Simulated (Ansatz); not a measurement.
# GeH₅O (doublet): wave-function methods side by side at distance Ge1–H5 along a hydrogen transfer = 1.697 Å, cc-pVDZ

An exercise on one series of results from a longer session: the logs are not shown, and one member is left open.

Computed with Ansatz 0.2.0, Gaussian basis. Level: cc-pVDZ, core rule «outside noble gas», up to 15 orbitals frozen.

The runs, in order: UHF; CCSD(T) on ROHF; CCSD(T) on UHF; BCCD(T) on ROHF; CISD; CCSDT(Q) on ROHF; CCSDT(Q) on UHF; CASSCF and MRCISD+Q, 3 electrons in 3 orbitals; CASSCF and NEVPT2, 3 electrons in 3 orbitals.

### The geometry

The geometry derives from fragments relaxed apart (PBE0/def2-TZVP) and kept rigid, so it is no stationary point. A hydrogen atom is moved between rigid fragments. No spin-orbit coupling is included. The filled d shell of Ge may be among the frozen orbitals whatever the setting's name suggests; the logs give the count.

7 atoms, charge 0, spin multiplicity 2.

Atoms are counted from 1 here; the program's logs count them from 0.

Bond lengths: Ge1–H2 1.534 Å, Ge1–H3 1.534 Å, Ge1–H4 1.534 Å, Ge1–H5 1.697 Å, H5–O6 1.207 Å, O6–H7 0.973 Å. Angles: H2–Ge1–H3 109.5°, H2–Ge1–H4 109.5°, H2–Ge1–H5 109.5°, H3–Ge1–H4 109.5°, H3–Ge1–H5 109.5°, H4–Ge1–H5 109.5°, Ge1–H5–O6 180.0°, H5–O6–H7 105.0°.

Set-up of the first run:

Contents of in.yaml:

```yaml
crystal:
  periodic: [false, false, false]
  atoms:
    - {symbol: Ge, position_ang: [-0.531678, 0.010113, 0.000000]}
    - {symbol: H, position_ang: [-1.043128, 1.456713, 0.000001]}
    - {symbol: H, position_ang: [-1.043128, -0.713187, 1.252791]}
    - {symbol: H, position_ang: [-1.043128, -0.713186, -1.252792]}
    - {symbol: H, position_ang: [1.165322, 0.010113, 0.000000]}
    - {symbol: O, position_ang: [2.372322, 0.010113, 0.000000]}
    - {symbol: H, position_ang: [2.624181, -0.929837, -0.000001]}
basis:
  gaussian: {orbitals: cc-pVDZ}
magnetization: {spin_polarized: true, initial_magnetization: 1}
hamiltonian: {xc: hf}
output: {orbitals: {seedname: orbitals}}
```

The run is started by

```bash
$ ansatz run in.yaml --threads 1 --pin off --events-out ev --progress --plain --max-ram 2816MiB --backend cpu
```

Steps of the session up to this table: UHF; CCSD(T) on ROHF; CCSD(T) on UHF; BCCD(T) on ROHF; CISD; CCSDT(Q) on ROHF; CCSDT(Q) on UHF; CASSCF and MRCISD+Q, 3 electrons in 3 orbitals; CASSCF and NEVPT2, 3 electrons in 3 orbitals.

One of the session's tables, all rows but one given; the rest of the session is left out.

```
       method  from UCCSDT(Q) (meV)
         ROHF               +9747.1
          UHF               +9449.2
         RMP2               +1117.6
         UMP2               +1302.5
         CISD               +1131.4
        RCCSD                +248.0
        UCCSD                +234.5
     RCCSD(T)                 +46.6
     UCCSD(T)                 +46.2
      BCCD(T)                 +46.6
       RCCSDT                     ?
       UCCSDT                 +19.9
    RCCSDT(Q)                  +2.0
    UCCSDT(Q)                     0
  CASSCF pair               +8938.9
  NEVPT2 pair               +1185.3
  MRCISD pair                +978.6
MRCISD+Q pair                +154.3
```

**Question.** Estimate the row for RCCSDT.

The run gave: from UCCSDT(Q) (meV): +23.1. In the column «from UCCSDT(Q) (meV)» it lies between UCCSDT (+19.9) and UCCSD(T) (+46.2).

Limits of these values: Restricted and unrestricted rows rest on different reference determinants; where their highest levels disagree by more than a few hundredths of an eV, they describe different states and don't form one ladder.
